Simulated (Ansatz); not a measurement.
**C3H4F2 (cis-1,2-difluorocyclopropane) at PBE0/def2-SVP**

Aim: the electronic atomisation energy of C3H4F2 (cis-1,2-difluorocyclopropane) at PBE0/def2-SVP, from 4 runs. 

Program for the calculation: Ansatz 0.2.0.

50 further runs of the same task are left out: 50 set aside as unsound or not needed. Runs told in other sessions of the task aren't counted.

## (1) Starting point

The species is C3H4F2 (9 atoms), meant as a singlet with charge 0. SMILES: `FC1CC1F`. Geometry: relaxed at PBE0-D4/def2-TZVP.

Bond lengths: F1–C2 1.356 Å, C2–C3 1.495 Å, C2–C4 1.489 Å, C3–C4 1.495 Å, C4–F5 1.356 Å, C2–H6 1.084 Å, C3–H7 1.083 Å, C3–H8 1.084 Å, C4–H9 1.084 Å. Some angles: F1–C2–C3 117.2°, F1–C2–C4 117.5°, C3–C2–C4 60.1°, C2–C3–C4 59.7°, C2–C4–C3 60.1°, C2–C4–F5 117.4°, C3–C4–F5 117.2°, F1–C2–H6 112.2°, C3–C2–H6 120.8°, C4–C2–H6 119.9°.

## (2) The energy at PBE0/def2-SVP

File in.yaml:

```yaml
basis:
  gaussian:
    orbitals: def2-SVP
crystal:
  periodic: [false, false, false]
  atoms:
    - {symbol: F, position_ang: [-0.169600, 1.608000, -1.012600]}
    - {symbol: C, position_ang: [0.216800, 0.825500, 0.025400]}
    - {symbol: C, position_ang: [0.580500, -0.591100, -0.284000]}
    - {symbol: C, position_ang: [-0.696000, -0.279700, 0.428900]}
    - {symbol: F, position_ang: [-1.848900, -0.425100, -0.270300]}
    - {symbol: H, position_ang: [0.755400, 1.385300, 0.781900]}
    - {symbol: H, position_ang: [1.394400, -1.070200, 0.245000]}
    - {symbol: H, position_ang: [0.461700, -0.872500, -1.323800]}
    - {symbol: H, position_ang: [-0.820200, -0.522400, 1.478400]}
hamiltonian:
  xc: {name: PBE0}
accuracy: high
output:
  orbitals: {seedname: orbitals}
```

On the command line:

```console
ansatz run in.yaml --threads 1 --pin off --max-ram 2610MiB --events-out events.jsonl --progress --plain --runs-dir runs
```

Output:

```text
Warning: RAYON_NUM_THREADS=1 ignored (pool sized by the plan → 1); use --threads N
Functional definition: PBE0
  name "PBE0"
  parameter a = 0.25
  parameter kappa = 0.804
  parameter beta = 0.06672455060314922
  exchange = (1 - a)*pbe_x(kappa = kappa, mu = beta*pi^2/3) + a*exact_x
  correlation = pbe_c(beta = beta)
2132 factors; integrals over basis functions are off by at most 3.5e-9 eV
mean field evaluation 1: about -8589.6712 eV, gradient 3.7e1 eV
mean field evaluation 2: about -8589.9140 eV, gradient 3.5e1 eV
mean field evaluation 4: about -8592.7794 eV, gradient 1.4e0 eV
mean field evaluation 8: about -8593.0373 eV, gradient 2.8e-1 eV
mean field evaluation 16: about -8593.0375 eV, gradient 1.4e-5 eV
mean field -8593.03751988 eV, -315.7883042854 hartree, gradient 5.6e-8 eV, S^2 0.000000; 0 other end points of the search recorded, 0 dependent functions left out
reference -8593.03752175 eV, -315.7883043543 hartree; 20, 20 occupied and 70, 70 virtual orbitals, 2132 factors
Total energy: -8593.03752175 eV, -315.7883043543 hartree
```

Wall time 6.3 s (1 thread of Arm Neoverse V2, shared host); peak memory 0.3 GiB.

## (3) The C atom, same level

File input.yaml:

```yaml
crystal:
  periodic: [false, false, false]
  atoms:
    - {symbol: C, position_ang: [0.000000, 0.000000, 0.000000]}
basis:
  gaussian: {orbitals: def2-SVP}
magnetization: {spin_polarized: true, initial_magnetization: 2}
hamiltonian: {xc: {name: PBE0}}
accuracy: high
```

Run the same way, it converges to -37.76066 Eh (log not shown).

## (4) The F atom, same level

File input.yaml:

```yaml
crystal:
  periodic: [false, false, false]
  atoms:
    - {symbol: F, position_ang: [0.000000, 0.000000, 0.000000]}
basis:
  gaussian: {orbitals: def2-SVP}
magnetization: {spin_polarized: true, initial_magnetization: 1}
hamiltonian: {xc: {name: PBE0}}
accuracy: high
```

Run the same way, it converges to -99.54906 Eh (log not shown).

## (5) The H atom at the same level

File input.yaml:

```yaml
crystal:
  periodic: [false, false, false]
  atoms:
    - {symbol: H, position_ang: [0.000000, 0.000000, 0.000000]}
basis:
  gaussian:
    orbitals: def2-SVP
magnetization:
  spin_polarized: true
  initial_magnetization: 1
hamiltonian:
  xc: pbe0
accuracy: high
```

Run the same way, it converges to -0.50029 Eh (log not shown).

## (6) What came out

Level: PBE0/def2-SVP.

```
                     quantity          value
       molecule: total energy  -315.78830 Eh
        molecule: HOMO energy       -8.12 eV
        molecule: LUMO energy        1.43 eV
      molecule: HOMO–LUMO gap        9.55 eV
         C atom: total energy   -37.76066 Eh
                 C atom: ⟨S²⟩          2.002
         F atom: total energy   -99.54906 Eh
                 F atom: ⟨S²⟩          0.751
         H atom: total energy    -0.50029 Eh
                 H atom: ⟨S²⟩          0.750
electronic atomisation energy      38.287 eV
```

Taking the molecule apart into free atoms costs 38.29 eV (883 kcal/mol), before zero-point energy and without spin-orbit coupling.
